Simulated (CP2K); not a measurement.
Crystal: MoSe.

```
Mo Se
1.0
     3.47067    0.00000    0.00000
    -1.73533    3.00569    0.00000
     0.00000    0.00000    4.37280
Mo Se
1 1
Direct
  0.66667 0.33333 0.02544
  0.33333 0.66667 0.11843
```

The cell was built by a generator and needn't be a form met in nature.

Base run:

```yaml
Program: CP2K 2026.2
Functional: PBE
Potentials_or_basis: GTH_POTENTIALS Mo GTH-PBE-q14, Se GTH-PBE-q6; DZVP-MOLOPT-SR-GTH basis
Density_cutoff: 6123 eV
k_mesh: 9 × 9 × 6
Occupations: fermi-dirac, width 0.05 eV
Spin: no spin polarisation
```

Its results: band gap on the k mesh none (metal or under the smearing width); pressure 73.4 GPa; largest force 6.443 eV/Å.

The run is repeated on the same cell with these changes: potentials or basis from GTH_POTENTIALS Mo GTH-PBE-q14, Se GTH-PBE-q6; DZVP-MOLOPT-SR-GTH basis to GTH_POTENTIALS Mo GTH-PBE-q14, Se GTH-PBE-q6; TZVP-MOLOPT-SR-GTH basis; basis sets from Mo DZVP-MOLOPT-SR-GTH-q14, Se DZVP-MOLOPT-SR-GTH-q6 to Mo TZVP-MOLOPT-SR-GTH-q14, Se TZVP-MOLOPT-SR-GTH-q6. What comes out?

Band gap on the k mesh none (metal or under the smearing width); pressure 72.5 GPa; largest force 6.425 eV/Å.

Caveats: a pressure of tens of GPa on the cell as given is suspect, and the run, the potentials or the cell itself is likely at fault; this functional lacks dispersion, which binds the layers, so the pressure and a relaxed spacing across them are unreliable; the basis of atomic orbitals isn't converged, which shifts pressures, moduli and gaps; forces of over 1 eV/Å show positions far from the minimum, so gaps and moduli don't describe the material at rest.
